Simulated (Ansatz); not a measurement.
# Cs2Zn2H4Se3O11: the cost of one run

Method: DFT, r2SCAN, plane-wave PAW, default files, scalar-relativistic, in Ansatz 0.2.0.

1 further run of the same task is left out (it didn't finish).

## (1) The system as given

Symmetry: P-1, No. 2, triclinic system. The conventional cell has a = 7.509 Å, b = 9.792 Å, c = 9.913 Å, α = 77.09°, β = 72.85°, γ = 88.32°. Cs (site symmetry 1) has 10 O at 2.99 to 3.56 Å and 5 H at 3.08 to 3.26 Å as nearest neighbours. Around Cs (site symmetry 1) lie 9 O at 3.11 to 3.52 Å and 3 H at 3.21 to 3.39 Å. Zn (site symmetry 1) is surrounded by 4 O at 1.95 to 2.01 Å. Zn (site symmetry 1) has 4 O at 1.96 to 2.03 Å as nearest neighbours. H (site symmetry 1) is surrounded by 1 O at 0.99 Å. Only part of the 22 independent sites is listed.

As a file:

```cif
data_structure
_symmetry_space_group_name_H-M 'P-1'
_symmetry_Int_Tables_number 2
_cell_length_a 7.5093
_cell_length_b 9.7918
_cell_length_c 9.9128
_cell_angle_alpha 77.087
_cell_angle_beta 72.849
_cell_angle_gamma 88.320
_cell_volume 678.33
loop_
_atom_site_label
_atom_site_type_symbol
_atom_site_symmetry_multiplicity
_atom_site_Wyckoff_symbol
_atom_site_fract_x
_atom_site_fract_y
_atom_site_fract_z
_atom_site_occupancy
Cs1 Cs 2 i 0.87467 0.25052 0.45759 1
Cs2 Cs 2 i 0.12043 0.71288 0.01549 1
Zn1 Zn 2 i 0.51837 0.82367 0.12849 1
Zn2 Zn 2 i 0.48177 0.16541 0.35242 1
H1 H 2 i 0.95560 0.44760 0.65208 1
H2 H 2 i 0.14802 0.41999 0.54662 1
H3 H 2 i 0.77744 0.59508 0.81345 1
H4 H 2 i 0.69900 0.60887 0.97467 1
Se1 Se 2 i 0.47780 0.50199 0.30756 1
Se2 Se 2 i 0.76556 0.90181 0.31663 1
Se3 Se 2 i 0.23436 0.05713 0.19222 1
O1 O 2 i 0.72614 0.07896 0.29724 1
O2 O 2 i 0.54858 0.87881 0.91513 1
O3 O 2 i 0.43990 0.17488 0.56241 1
O4 O 2 i 0.75389 0.87006 0.15555 1
O5 O 2 i 0.26348 0.87787 0.21526 1
O6 O 2 i 0.24173 0.08781 0.35594 1
O7 O 2 i 0.50881 0.61739 0.14150 1
O8 O 2 i 0.58735 0.35800 0.25338 1
O9 O 2 i 0.24568 0.45290 0.35512 1
O10 O 2 i 0.07935 0.40933 0.65077 1
O11 O 2 i 0.81579 0.61463 0.89448 1
```

The earlier run gave: gap on the mesh 4.31 eV, largest force 0.016 eV/Å, pressure 1.6 GPa.

Site by site (atoms counted from 1): the first 14 of 22.

```tsv
site	atoms	first shell	V_zz (10²¹ V/m²)	η	C_Q (MHz)
Cs1	1, 2	11 O at 2.99–3.74 Å; also 1 Zn at 3.58 Å	4.33	0.83	-0.359 (¹³³Cs)
Cs3	3, 4	9 O at 3.11–3.52 Å	-4.23	0.32	0.351 (¹³³Cs)
Zn5	5, 6	4 O at 1.95–2.01 Å; also 2 O at 2.90–3.17 Å	-3.33	0.75	-9.81 (⁶⁷Zn)
Zn7	7, 8	4 O at 1.96–2.03 Å; also 3 O at 2.85–3.33 Å	-3.30	0.70	-9.75 (⁶⁷Zn)
H9	9, 10	1 O at 0.99 Å; also 1 O at 1.78 Å	3.29	0.12	0.228 (²H)
H11	11, 12	1 O at 0.99 Å; also 1 O at 1.78 Å	3.18	0.12	0.220 (²H)
H13	13, 14	1 O at 0.99 Å; also 1 O at 1.89 Å	3.44	0.12	0.238 (²H)
H15	15, 16	1 O at 0.99 Å; also 1 O at 1.86 Å	3.40	0.11	0.235 (²H)
Se17	17, 18	3 O at 1.72–1.73 Å	-31.9	0.04	–
Se19	19, 20	3 O at 1.72–1.73 Å	-33.4	0.04	–
Se21	21, 22	3 O at 1.71–1.73 Å	-32.9	0.02	–
O23	23, 24	1 Se at 1.73 Å, 1 Zn at 1.98 Å, angle 127°; also 2 Cs at 2.99–3.21 Å	13.09	0.35	-8.09 (¹⁷O)
O25	25, 26	1 Se at 1.71 Å, 1 Zn at 2.01 Å, angle 115°; also 2 Zn at 2.85–2.90 Å	13.29	0.47	-8.22 (¹⁷O)
O27	27, 28	1 Se at 1.72 Å, 1 Zn at 2.03 Å, angle 116°; also 2 Zn at 3.17–3.33 Å, 1 Cs at 3.18 Å	13.23	0.46	-8.18 (¹⁷O)
```

V_zz is the principal component of the electric field gradient with the largest magnitude, η = (V_xx − V_yy)/V_zz and C_Q = eQV_zz/h. Quadrupole moments are those of Pyykkö's year-2017 table. A dash under C_Q marks elements without a common quadrupolar isotope.

## (2) Settings changed: scf.algorithm = density_mixing, hamiltonian.xc = r2scan

File input.yaml:

```yaml
crystal:
  lattice:
    - [7.5093, 0.0, 0.0]
    - [0.2870694326, 9.7875910407, 0.0]
    - [2.9232448732, 2.130456966, 9.2292684633]
  atoms:
    - { symbol: Cs, position: [0.8746748755, 0.2505158539, 0.4575941326] }
    - { symbol: Cs, position: [0.1253251245, 0.7494841461, 0.5424058674] }
    - { symbol: Cs, position: [0.1204301209, 0.7128816707, 0.0154850855] }
    - { symbol: Cs, position: [0.8795698791, 0.2871183293, 0.9845149145] }
    - { symbol: Zn, position: [0.5183696112, 0.8236701497, 0.1284928238] }
    - { symbol: Zn, position: [0.4816303888, 0.1763298503, 0.8715071762] }
    - { symbol: Zn, position: [0.4817694592, 0.1654066736, 0.3524221694] }
    - { symbol: Zn, position: [0.5182305408, 0.8345933264, 0.6475778306] }
    - { symbol: H, position: [0.955596139, 0.4475987894, 0.6520772766] }
    - { symbol: H, position: [0.044403861, 0.5524012106, 0.3479227234] }
    - { symbol: H, position: [0.1480179552, 0.4199934652, 0.5466177078] }
    - { symbol: H, position: [0.8519820448, 0.5800065348, 0.4533822922] }
    - { symbol: H, position: [0.7774431225, 0.5950833896, 0.8134547437] }
    - { symbol: H, position: [0.2225568775, 0.4049166104, 0.1865452563] }
    - { symbol: H, position: [0.699002936, 0.6088746788, 0.974673594] }
    - { symbol: H, position: [0.300997064, 0.3911253212, 0.025326406] }
    - { symbol: Se, position: [0.4777980162, 0.5019900573, 0.3075554084] }
    - { symbol: Se, position: [0.5222019838, 0.4980099427, 0.6924445916] }
    - { symbol: Se, position: [0.7655572534, 0.9018134693, 0.3166282204] }
    - { symbol: Se, position: [0.2344427466, 0.0981865307, 0.6833717796] }
    - { symbol: Se, position: [0.2343624631, 0.0571271181, 0.1922207374] }
    - { symbol: Se, position: [0.7656375369, 0.9428728819, 0.8077792626] }
    - { symbol: O, position: [0.7261412223, 0.0789585899, 0.2972351233] }
    - { symbol: O, position: [0.2738587777, 0.9210414101, 0.7027648767] }
    - { symbol: O, position: [0.5485753523, 0.8788138596, 0.9151337177] }
    - { symbol: O, position: [0.4514246477, 0.1211861404, 0.0848662823] }
    - { symbol: O, position: [0.4398998029, 0.1748764966, 0.5624145589] }
    - { symbol: O, position: [0.5601001971, 0.8251235034, 0.4375854411] }
    - { symbol: O, position: [0.7538941766, 0.8700635297, 0.1555507821] }
    - { symbol: O, position: [0.2461058234, 0.1299364703, 0.8444492179] }
    - { symbol: O, position: [0.2634779858, 0.877870592, 0.2152607127] }
    - { symbol: O, position: [0.7365220142, 0.122129408, 0.7847392873] }
    - { symbol: O, position: [0.2417269405, 0.0878144918, 0.3559404756] }
    - { symbol: O, position: [0.7582730595, 0.9121855082, 0.6440595244] }
    - { symbol: O, position: [0.5088110692, 0.6173869481, 0.1415016244] }
    - { symbol: O, position: [0.4911889308, 0.3826130519, 0.8584983756] }
    - { symbol: O, position: [0.5873527259, 0.3580018159, 0.2533817919] }
    - { symbol: O, position: [0.4126472741, 0.6419981841, 0.7466182081] }
    - { symbol: O, position: [0.2456770227, 0.4528973157, 0.3551224716] }
    - { symbol: O, position: [0.7543229773, 0.5471026843, 0.6448775284] }
    - { symbol: O, position: [0.0793503107, 0.4093306055, 0.6507657968] }
    - { symbol: O, position: [0.9206496893, 0.5906693945, 0.3492342032] }
    - { symbol: O, position: [0.8157944037, 0.6146327106, 0.8944782981] }
    - { symbol: O, position: [0.1842055963, 0.3853672894, 0.1055217019] }
kpoints:
  mp_grid: { grid: [3, 2, 2] }
scf:
  occupations: { method: fermi_dirac, width: 0.02 }
  algorithm: density_mixing
hamiltonian:
  xc: r2scan
  pseudopotentials: { kind: paw }
output:
  forces: true
  stress: true
  populations: true
  efg:
    quadrupole_moments_barn: { Cs: -0.00343, Zn: 0.122, H: 0.00285783, O: -0.02558 }
    contact_densities: true
```

The run is started by

```
ansatz run input.yaml --threads 4 --pin off --max-ram 8192MiB --backend cpu --events-out ev --progress --plain --runs-dir out
```

What time and memory should one allow on 4 threads of Arm Neoverse V1, shared host?

About 86 s, with a peak of 5.1 GiB.
